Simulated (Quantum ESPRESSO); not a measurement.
# Zn in Quantum ESPRESSO: a series of runs

One slab, Zn, is run at these levels: PBE; tasks: work function.

Everything below comes from runs of Quantum ESPRESSO 7.5. Logs are shortened: lines on timing, memory, paths and dates and some standing lists are left out, and cuts for length are marked.

## (1) The slab as given

The cell holds a slab with vacuum, 5 atoms: a = 2.665 Å, b = 2.665 Å, c = 24.893 Å, α = 90.00°, β = 90.00°, γ = 120.00°.

The slab is cut from a database's or a generator's crystal, which needn't be the stable form of the element.

## (2) Work function, PBE

Input file pw.in:

```
&CONTROL
  calculation = 'scf'
  prefix = 'pwscf'
  outdir = './tmp'
  pseudo_dir = './pseudo'
  tprnfor = .true.
  disk_io = 'low'
/
&SYSTEM
  ibrav = 0
  celldm(1) = 8
  nat = 5
  ntyp = 1
  ecutwfc = 84
  nbnd = 64
  occupations = 'smearing'
  smearing = 'fd'
  degauss = 0.00367493
/
&ELECTRONS
  conv_thr = 5d-09
  electron_maxstep = 150
  mixing_beta = 0.3
  mixing_mode = 'local-TF'
/
ATOMIC_SPECIES
Zn    65.3800 Zn.upf
CELL_PARAMETERS alat
  0.6294673122426   0.0000000000000   0.0000000000000
 -0.3147336561267   0.5451346832571   0.0000000000000
  0.0000000000000   0.0000000000000   5.8802135388449
ATOMIC_POSITIONS crystal
Zn     0.3333333333    0.6666666666    0.3012846779
Zn     0.6666666667    0.3333333334    0.4006423389
Zn     0.3333333333    0.6666666666    0.5000000000
Zn     0.6666666667    0.3333333334    0.5993576611
Zn     0.3333333333    0.6666666666    0.6987153221
K_POINTS automatic
6 6 1 0 0 0
```

Input file pp_density.in:

```
&INPUTPP
  prefix = 'pwscf'
  outdir = './tmp'
  filplot = 'density.dat'
  plot_num = 0
/
&PLOT
  nfile = 1
  filepp(1) = 'density.dat'
  iflag = 3
  output_format = 6
  fileout = 'density.cube'
/
```

Input file pp_potential.in:

```
&INPUTPP
  prefix = 'pwscf'
  outdir = './tmp'
  filplot = 'potential.dat'
  plot_num = 11
/
&PLOT
  nfile = 1
  filepp(1) = 'potential.dat'
  iflag = 3
  output_format = 6
  fileout = 'potential.cube'
/
```

Input file pp_elf.in:

```
&INPUTPP
  prefix = 'pwscf'
  outdir = './tmp'
  filplot = 'elf.dat'
  plot_num = 8
/
&PLOT
  nfile = 1
  filepp(1) = 'elf.dat'
  iflag = 3
  output_format = 6
  fileout = 'elf.cube'
/
```

Potentials or basis: Ansatz NC SR PBE.

Started as:

```bash
$ OMP_NUM_THREADS=1 mpirun -n 2 pw.x -nk 2 -in pw.in > pw.out
$ OMP_NUM_THREADS=1 mpirun -n 1 pp.x -in pp_density.in > pp_density.out
$ OMP_NUM_THREADS=1 mpirun -n 1 pp.x -in pp_potential.in > pp_potential.out
$ OMP_NUM_THREADS=1 mpirun -n 1 pp.x -in pp_elf.in > pp_elf.out
```

pw.out:

```text
[... set-up lines left out ...]
     Self-consistent Calculation

     iteration #  1     ecut=    84.00 Ry     beta= 0.30
     Davidson diagonalization with overlap
     ethr =  1.00E-02,  avg # of iterations =  6.6

     Threshold (ethr) on eigenvalues was too large:
     Diagonalizing with lowered threshold

     Davidson diagonalization with overlap
     ethr =  1.13E-04,  avg # of iterations =  2.7

     negative rho (up, down):  1.611E-06 0.000E+00

     total energy              =   -2090.11184210 Ry
     estimated scf accuracy    <       0.11778969 Ry

     iteration #  2     ecut=    84.00 Ry     beta= 0.30
     Davidson diagonalization with overlap
     ethr =  1.18E-04,  avg # of iterations =  1.0

     negative rho (up, down):  8.217E-08 0.000E+00

     total energy              =   -2090.08427280 Ry
     estimated scf accuracy    <       0.06194634 Ry

     iteration #  3     ecut=    84.00 Ry     beta= 0.30
     Davidson diagonalization with overlap
     ethr =  6.19E-05,  avg # of iterations =  2.0

     negative rho (up, down):  6.605E-08 0.000E+00

     total energy              =   -2090.09662491 Ry
     estimated scf accuracy    <       0.00222176 Ry

     iteration #  4     ecut=    84.00 Ry     beta= 0.30
     Davidson diagonalization with overlap
     ethr =  2.22E-06,  avg # of iterations =  5.1
[... 37 lines left out ...]
     total energy              =   -2090.09639400 Ry
     estimated scf accuracy    <       0.00000027 Ry

     iteration #  9     ecut=    84.00 Ry     beta= 0.30
     Davidson diagonalization with overlap
     ethr =  2.70E-10,  avg # of iterations =  2.0

     total energy              =   -2090.09639400 Ry
     estimated scf accuracy    <       0.00000008 Ry

     iteration # 10     ecut=    84.00 Ry     beta= 0.30
     Davidson diagonalization with overlap
     ethr =  8.29E-11,  avg # of iterations =  1.0

     total energy              =   -2090.09639395 Ry
     estimated scf accuracy    <       0.00000007 Ry

     iteration # 11     ecut=    84.00 Ry     beta= 0.30
     Davidson diagonalization with overlap
     ethr =  6.62E-11,  avg # of iterations =  2.0

     End of self-consistent calculation

          k = 0.0000 0.0000 0.0000 ( 13571 PWs)   bands (ev):

  -121.2432-121.2432-121.1733-120.9949-120.9949 -75.3798 -75.3798 -75.3798
   -75.3798 -75.3772 -75.3769 -75.3098 -75.3098 -75.3069 -75.1377 -75.1377
   -75.1256 -75.1256 -75.1256 -75.1256  -4.8569  -4.2791  -3.5196  -3.1765
    -3.1634  -2.4672  -2.3603  -2.3113  -2.3113  -2.3083  -2.3083  -2.2362
    -2.2362  -2.0476  -2.0476  -2.0460  -2.0460  -1.9602  -1.8632  -1.8632
    -1.8111  -1.8111  -1.6998  -1.6998  -1.5547  -1.5547  -1.5543  -1.5543
    -0.8675   0.9650   2.7294   5.2826   7.6463   8.9501   9.7955  10.0635
    11.9553  12.0933  14.7052  14.9858  17.6939  18.7172  21.8745  22.9031

          k = 0.0000 0.3057 0.0000 ( 13459 PWs)   bands (ev):

  -121.2426-121.2426-121.1727-120.9942-120.9942 -75.3869 -75.3869 -75.3817
   -75.3817 -75.3764 -75.3762 -75.3169 -75.3117 -75.3062 -75.1370 -75.1370
   -75.1327 -75.1327 -75.1274 -75.1274  -4.0661  -3.5391  -2.9815  -2.8190
    -2.8003  -2.4383  -2.3829  -2.3664  -2.3461  -2.3145  -2.2033  -2.1794
    -2.1373  -2.1301  -2.0865  -2.0679  -2.0678  -1.9452  -1.8980  -1.8845
    -1.8479  -1.8142  -1.7631  -1.7105  -1.6718  -1.5767  -1.5747  -1.3067
    -0.1410   1.5786   3.7708   6.0972   8.4058   9.7257  10.5861  10.8310
    12.7231  12.8658  15.4641  15.6907  15.9911  16.6473  17.6599  18.4951

          k = 0.0000 0.6115 0.0000 ( 13385 PWs)   bands (ev):

  -121.2413-121.2413-121.1714-120.9929-120.9929 -75.4010 -75.4010 -75.3853
   -75.3853 -75.3748 -75.3747 -75.3309 -75.3154 -75.3048 -75.1467 -75.1467
   -75.1355 -75.1355 -75.1311 -75.1311  -2.9793  -2.9343  -2.8693  -2.6976
    -2.6781  -2.5559  -2.5553  -2.4754  -2.3203  -2.1334  -2.0978  -2.0390
    -1.9577  -1.9329  -1.8658  -1.8045  -1.7682  -1.7530  -1.7441  -1.7123
    -1.6749  -1.6173  -1.6137  -1.4842  -1.4839  -0.9841  -0.4304   0.5995
     1.9831   3.5894   6.4522   8.4041   8.9903   9.5287  10.5659  10.5750
    12.0950  12.1028  12.9785  13.1267  13.5409  14.9791  15.1463  16.0295

          k = 0.0000-0.9172 0.0000 ( 13396 PWs)   bands (ev):

  -121.2406-121.2406-121.1707-120.9923-120.9923 -75.4081 -75.4080 -75.3872
   -75.3872 -75.3740 -75.3739 -75.3380 -75.3172 -75.3041 -75.1538 -75.1538
   -75.1348 -75.1348 -75.1330 -75.1330  -3.0255  -3.0244  -2.9737  -2.8153
    -2.7612  -2.6587  -2.6576  -2.5619  -2.3460  -2.2354  -2.0862  -1.9981
    -1.9893  -1.8021  -1.7946  -1.7036  -1.6519  -1.6342  -1.6042  -1.5861
    -1.5471  -1.5460  -1.4761  -1.2879  -1.2879   2.6894   3.1722   3.2861
     3.7811   3.9245   5.6898   6.1975   6.5382   7.3318   8.1533   9.7645
    11.5456  12.0014  13.0892  14.0332  15.0491  15.6071  15.6658  16.1584

          k = 0.2648 0.4586 0.0000 ( 13441 PWs)   bands (ev):

  -121.2416-121.2416-121.1717-120.9932-120.9932 -75.3962 -75.3962 -75.3857
   -75.3857 -75.3752 -75.3751 -75.3261 -75.3157 -75.3051 -75.1419 -75.1419
   -75.1359 -75.1359 -75.1315 -75.1315  -2.8630  -2.6702  -2.5956  -2.5682
    -2.5521  -2.5370  -2.4689  -2.4653  -2.3655  -2.3256  -2.2306  -2.2212
    -2.1971  -2.1476  -2.0874  -1.9955  -1.9632  -1.8791  -1.8449  -1.7530
    -1.7390  -1.6519  -1.6379  -1.6238  -1.6057  -1.3156  -0.9597  -0.0735
     1.2788   2.9194   5.6175   7.6986   9.9044  11.2621  12.1307  12.3361
    12.6745  12.9475  13.3130  13.5370  14.0985  14.4023  14.4881  14.8653

          k = 0.2648 0.7643 0.0000 ( 13428 PWs)   bands (ev):

  -121.2406-121.2406-121.1707-120.9923-120.9923 -75.4045 -75.4045 -75.3907
   -75.3907 -75.3740 -75.3739 -75.3344 -75.3207 -75.3041 -75.1503 -75.1503
   -75.1365 -75.1365 -75.1348 -75.1348  -2.7773  -2.7740  -2.7452  -2.6663
    -2.5875  -2.5234  -2.4637  -2.4222  -2.3044  -2.2482  -2.1502  -2.1084
    -2.0471  -2.0068  -1.9007  -1.8821  -1.8321  -1.7536  -1.7475  -1.7175
    -1.7164  -1.6764  -1.5819  -1.4916  -1.4857   1.5131   2.0894   3.0846
     4.3638   5.6458   6.8130   7.1991   8.1610   8.7510   9.5887  10.4348
    11.1404  11.4615  11.7711  12.8274  12.9067  13.8390  14.3777  14.3809

          k = 0.5295 0.9172 0.0000 ( 13374 PWs)   bands (ev):

  -121.2403-121.2403-121.1704-120.9919-120.9919 -75.3999 -75.3999 -75.3998
   -75.3998 -75.3736 -75.3735 -75.3298 -75.3298 -75.3037 -75.1456 -75.1456
   -75.1456 -75.1456 -75.1344 -75.1344  -2.5779  -2.5179  -2.4692  -2.4640
    -2.4138  -2.4034  -2.3888  -2.3739  -2.3701  -2.3033  -2.1510  -2.1404
    -2.0946  -2.0264  -1.9852  -1.9845  -1.9832  -1.9832  -1.8829  -1.8339
    -1.7304  -1.7257  -1.6858  -1.6227  -1.6111   5.5044   5.5650   5.7173
     5.9271   6.2862   6.3758   6.7579   7.4085   7.7280   8.5946   8.6759
     8.6799   9.7441  10.1595  10.4369  12.0829  12.6370  14.0642  14.5129

     the Fermi energy is     5.6400 ev

!    total energy              =   -2090.09639397 Ry
     estimated scf accuracy    <          2.1E-09 Ry
     smearing contrib. (-TS)   =      -0.00336081 Ry
     internal energy E=F+TS    =   -2090.09303316 Ry

     The total energy is F=E-TS. E is the sum of the following terms:
     one-electron contribution =  -13071.57360153 Ry
     hartree contribution      =    6531.42867334 Ry
     xc contribution           =    -224.44457631 Ry
     ewald contribution        =    4674.49647134 Ry

     convergence has been achieved in  11 iterations

     Forces acting on atoms (cartesian axes, Ry/au):

     atom    1 type  1   force =     0.00000000   -0.00000000   -0.00650345
     atom    2 type  1   force =     0.00000000   -0.00000000    0.00805327
     atom    3 type  1   force =     0.00000000   -0.00000000    0.00000000
     atom    4 type  1   force =     0.00000000    0.00000000   -0.00805327
     atom    5 type  1   force =     0.00000000    0.00000000    0.00650345

     Total force =     0.014639     Total SCF correction =     0.000202

=------------------------------------------------------------------------------=
   JOB DONE.
=------------------------------------------------------------------------------=
```

pp_potential.out:

```text
This program is part of the open-source Quantum ESPRESSO suite
     for quantum simulation of materials; please cite
         "P. Giannozzi et al., J. Phys.:Condens. Matter 21 395502 (2009);
         "P. Giannozzi et al., J. Phys.:Condens. Matter 29 465901 (2017);
         "P. Giannozzi et al., J. Chem. Phys. 152 154105 (2020);
     in publications or presentations arising from this work. More details at

     IMPORTANT: XC functional enforced from input :
     Exchange-correlation= PBE
                           (   1   4   3   4   0   0   0)
     Any further DFT definition will be discarded
     Please, verify this is what you really want

     G-vector sticks info
     --------------------
     sticks:   dense  smooth     PW     G-vecs:    dense   smooth      PW
     Sum         583     583    169               107513   107513   17237

     Using Slab Decomposition

     Calling punch_plot, plot_num =  11
     Writing data to file  potential.dat
     Reading data from file  potential.dat

     Writing data to be plotted to file potential.cube
     Plot Type: 3D                     Output format: Gaussian cube

=------------------------------------------------------------------------------=
   JOB DONE.
=------------------------------------------------------------------------------=
```

Wall time 91 s (2 MPI ranks of Intel Xeon Platinum 8259CL at 2.50GHz (Skylake/Cascade Lake), shared host); peak memory 0.52 GiB.

These settings aren't checked as converged: the numbers below hold their error.

Results:

```yaml
Free_energy: -28437.2101 eV
Largest_force: 0.207 eV/Å
Band_gap_on_the_k_mesh: none (metal or under the smearing width)
Work_function_of_the_upper_face: 3.86 eV
Work_function_of_the_lower_face: 3.86 eV
```

Caveat: the k mesh is coarse (spacing up to 0.45 Å⁻¹), so the values aren't converged.

## (3) Work function, PBE

pw.in: that of step 2 with these lines changed.

```diff
@@ -38,2 +38,2 @@
 K_POINTS automatic
-6 6 1 0 0 0
+7 7 1 0 0 0
```

pp_density.in is that of step 2.

pp_potential.in is that of step 2.

pp_elf.in is that of step 2.

Potentials or basis: Ansatz NC SR PBE.

Started as:

```bash
$ OMP_NUM_THREADS=1 mpirun -n 2 pw.x -nk 2 -in pw.in > pw.out
$ OMP_NUM_THREADS=1 mpirun -n 1 pp.x -in pp_density.in > pp_density.out
$ OMP_NUM_THREADS=1 mpirun -n 1 pp.x -in pp_potential.in > pp_potential.out
$ OMP_NUM_THREADS=1 mpirun -n 1 pp.x -in pp_elf.in > pp_elf.out
```

pw.out:

```text
[... set-up lines left out ...]
     Self-consistent Calculation

     iteration #  1     ecut=    84.00 Ry     beta= 0.30
     Davidson diagonalization with overlap
     ethr =  1.00E-02,  avg # of iterations =  6.4

     Threshold (ethr) on eigenvalues was too large:
     Diagonalizing with lowered threshold

     Davidson diagonalization with overlap
     ethr =  1.16E-04,  avg # of iterations =  3.9

     negative rho (up, down):  1.544E-08 0.000E+00

     total energy              =   -2090.13473514 Ry
     estimated scf accuracy    <       0.12035061 Ry

     iteration #  2     ecut=    84.00 Ry     beta= 0.30
     Davidson diagonalization with overlap
     ethr =  1.20E-04,  avg # of iterations =  1.0

     total energy              =   -2090.10643723 Ry
     estimated scf accuracy    <       0.06426612 Ry
[... 61 lines left out ...]
     total energy              =   -2090.11863421 Ry
     estimated scf accuracy    <       0.00000053 Ry

     iteration # 12     ecut=    84.00 Ry     beta= 0.30
     Davidson diagonalization with overlap
     ethr =  5.25E-10,  avg # of iterations =  2.5

     negative rho (up, down):  1.814E-06 0.000E+00

     total energy              =   -2090.11863427 Ry
     estimated scf accuracy    <       0.00000003 Ry

     iteration # 13     ecut=    84.00 Ry     beta= 0.30
     Davidson diagonalization with overlap
     ethr =  3.09E-11,  avg # of iterations =  2.0

     End of self-consistent calculation

          k = 0.0000 0.0000 0.0000 ( 13571 PWs)   bands (ev):

  -121.0726-121.0573-121.0572-120.8816-120.8816 -75.2253 -75.2023 -75.2015
   -75.1983 -75.1983 -75.1881 -75.1881 -75.1880 -75.1880 -75.0317 -75.0317
   -75.0081 -75.0081 -75.0081 -75.0081  -4.7081  -4.1024  -3.3861  -3.0331
    -3.0174  -2.3384  -2.2125  -2.1302  -2.1302  -2.1169  -2.1169  -2.0938
    -2.0938  -1.9247  -1.9247  -1.9237  -1.9237  -1.8435  -1.7172  -1.7172
    -1.6367  -1.6367  -1.5735  -1.5735  -1.4408  -1.4408  -1.4401  -1.4401
    -0.7653   1.0750   2.8298   5.3747   7.6999   8.8867   9.7552   9.9981
    11.9589  12.0452  14.6776  14.9948  17.7046  18.6896  21.8485  23.0193
[... 69 lines left out ...]
  -121.0697-121.0544-121.0544-120.8787-120.8787 -75.2216 -75.2213 -75.2143
   -75.2109 -75.2107 -75.2038 -75.2038 -75.1990 -75.1988 -75.0310 -75.0310
   -75.0285 -75.0285 -75.0239 -75.0239  -2.4855  -2.4441  -2.3800  -2.3558
    -2.2997  -2.2988  -2.2079  -2.1853  -2.1531  -2.0883  -2.0522  -2.0501
    -1.9605  -1.9333  -1.8975  -1.8425  -1.7968  -1.7831  -1.7110  -1.6719
    -1.6706  -1.5598  -1.4982  -1.4409  -1.4286   3.1798   3.7926   4.7557
     5.9949   6.9416   7.4780   7.9035   7.9867   8.1334   8.8961   9.1566
    10.0505  10.2410  10.7396  11.4104  11.9566  12.7746  13.9094  14.6934

     the Fermi energy is     5.1187 ev

!    total energy              =   -2090.11863427 Ry
     estimated scf accuracy    <          2.7E-09 Ry
     smearing contrib. (-TS)   =      -0.00052015 Ry
     internal energy E=F+TS    =   -2090.11811412 Ry

     The total energy is F=E-TS. E is the sum of the following terms:
     one-electron contribution =  -13072.62732689 Ry
     hartree contribution      =    6532.45914060 Ry
     xc contribution           =    -224.44639917 Ry
     ewald contribution        =    4674.49647134 Ry

     convergence has been achieved in  13 iterations

     Forces acting on atoms (cartesian axes, Ry/au):

     atom    1 type  1   force =     0.00000000   -0.00000000    0.00435342
     atom    2 type  1   force =     0.00000000   -0.00000000   -0.00141525
     atom    3 type  1   force =     0.00000000   -0.00000000    0.00000000
     atom    4 type  1   force =     0.00000000   -0.00000000    0.00141525
     atom    5 type  1   force =     0.00000000   -0.00000000   -0.00435342

     Total force =     0.006474     Total SCF correction =     0.000132

=------------------------------------------------------------------------------=
   JOB DONE.
=------------------------------------------------------------------------------=
```

pp_density.out:

```text
This program is part of the open-source Quantum ESPRESSO suite
     for quantum simulation of materials; please cite
         "P. Giannozzi et al., J. Phys.:Condens. Matter 21 395502 (2009);
         "P. Giannozzi et al., J. Phys.:Condens. Matter 29 465901 (2017);
         "P. Giannozzi et al., J. Chem. Phys. 152 154105 (2020);
     in publications or presentations arising from this work. More details at

     IMPORTANT: XC functional enforced from input :
     Exchange-correlation= PBE
                           (   1   4   3   4   0   0   0)
     Any further DFT definition will be discarded
     Please, verify this is what you really want

     G-vector sticks info
     --------------------
     sticks:   dense  smooth     PW     G-vecs:    dense   smooth      PW
     Sum         583     583    163               107513   107513   16847

     Using Slab Decomposition

     Calling punch_plot, plot_num =   0
     Writing data to file  density.dat
     Reading data from file  density.dat

     Writing data to be plotted to file density.cube
     Plot Type: 3D                     Output format: Gaussian cube

=------------------------------------------------------------------------------=
   JOB DONE.
=------------------------------------------------------------------------------=
```

It took 1.8 min on 2 MPI ranks of Intel Xeon Platinum 8259CL at 2.50GHz (Skylake/Cascade Lake), shared host; peak memory 0.52 GiB.

Results:

```
Free energy                     : -28437.5127 eV
Largest force                   : 0.112 eV/Å
Band gap on the k mesh          : none (metal or under the smearing width)
Work function of the upper face : 4.23 eV
Work function of the lower face : 4.23 eV
```

Forces in eV/Å, atoms in the order of the input:
```
Zn   0.000  0.000  0.112
Zn   0.000  0.000 -0.036
Zn   0.000  0.000  0.000
Zn   0.000  0.000  0.036
Zn   0.000  0.000 -0.112
```

Caveat: the k mesh is coarse (spacing up to 0.39 Å⁻¹), so the values aren't converged.

(Continued in part 2 of 3.)
